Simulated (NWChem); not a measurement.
# C2H4F2 (1,1-difluoroethane) at HF/3-21G

Aim: the electronic atomisation energy of C2H4F2 (1,1-difluoroethane) at HF/3-21G, from 4 runs. 

The calculation is run with NWChem 7.3.0.

**1. The structure to begin with**

The species is C2H4F2 (8 atoms), meant as a singlet with charge 0. As SMILES, `CC(F)F`. The coordinates come from a PBE0-D4/def2-TZVP relaxation.

Bond lengths: C1–C2 1.497 Å, C2–F3 1.361 Å, C2–F4 1.361 Å, C1–H5 1.091 Å, C1–H6 1.091 Å, C1–H7 1.090 Å, C2–H8 1.095 Å. Some angles: C1–C2–F3 110.3°, C1–C2–F4 110.3°, F3–C2–F4 107.0°, C1–C2–H8 114.0°, F3–C2–H8 107.5°, F4–C2–H8 107.5°, C2–C1–H5 109.4°, C2–C1–H6 109.9°, C2–C1–H7 109.9°, H5–C1–H6 109.3°.

**2. A single-point energy at HF/3-21G (run 1)**

c2h4f2.nw

```
start c2h4f2
memory 2200 mb
charge 0
geometry units atomic noautosym nocenter noautoz
 C    0.00623610   1.46945103   0.04403062
 C   -0.09826576  -1.35720130  -0.01549575
 F    1.74894153  -2.34968546   1.47228562
 F    0.31785193  -2.21494799  -2.40354266
 H    1.85457722   2.10118648  -0.61491688
 H   -0.29706495   2.14068175   1.96871668
 H   -1.45697884   2.24990792  -1.17918910
 H   -1.90125345  -2.14748477   0.62266476
end
basis spherical bse
 * library 3-21G
end
scf
 nopen 0
 rhf
 thresh 1e-08
 maxiter 80
 print low
end
task scf
```

Started as:

```bash
$ nwchem c2h4f2.nw > c2h4f2.out
```

The log of the run:

```text
[...]
  functions       =    44
[...]
  wavefunction    = RHF
[...]
         Total SCF energy =   -275.442361197255
      One-electron energy =   -644.962650185446
      Two-electron energy =    236.809706962379
 Nuclear repulsion energy =    132.710582025812
        Time for solution =      0.9s
 Task  times  cpu:        0.9s     wall:        0.9s
[...]
```

Run time: 1.5 s. Hardware: 1 thread of Intel Xeon Platinum 8488C (Sapphire Rapids), shared host; peak memory 0.099 GiB.

**3. The C atom (run 2)**

m1.nw

```
start m1
memory stack 880 mb heap 220 mb global 1100 mb

geometry units angstroms noautosym nocenter noautoz
   C     0.000000    0.000000    0.000000
end

basis spherical bse
   * library 3-21G
end

scf
   triplet
   uhf
   thresh 1e-08
   maxiter 80
   print low
end

task scf
```

Run the same way, it converges to -37.48107 Eh (log not shown).

Run 3 isn't shown in full; the table further down has it.

**4. The H atom at the same level (run 4)**

a.nw

```
start a
title "H energy"
memory total 2200 mb
geometry units angstrom noautosym nocenter noautoz
  H        0.000000       0.000000       0.000000
end
basis spherical bse
  * library 3-21G
end
scf
  doublet
  uhf
  thresh 1e-08
  maxiter 80
  noprint "final vectors analysis"
end
task scf energy
```

Run the same way, it converges to -0.49620 Eh (log not shown).

**5. Overview of the runs**

```tsv
run	level	partner	energy (Eh)	wall time
1	HF/3-21G	base	-275.442361	1.5 s
2	UHF/3-21G	atoms	-37.481070	0.58 s
3	UHF/3-21G	atoms	-98.845009	0.58 s
4	UHF/3-21G	atoms	-0.496199	0.56 s
```

**6. What came out**

Level: HF/3-21G.

| quantity | value |
| --- | --- |
| H atom: total energy | -0.49620 Eh |
| H atom: dipole moment | 0.00 D |
| H atom: ⟨S²⟩ | 0.750 |
| electronic atomisation energy | 21.916 eV |

**Reading.** Taking the molecule apart into free atoms costs 21.92 eV (505 kcal/mol), before zero-point energy and without spin-orbit coupling. Hartree–Fock lacks the correlation of the bonding pairs, which as a rule makes this value much too low; in minimal bases other errors can mask that. The basis has no polarisation functions, which makes bonds too weak. All runs together took 3.2 s, the longest 1.5 s.
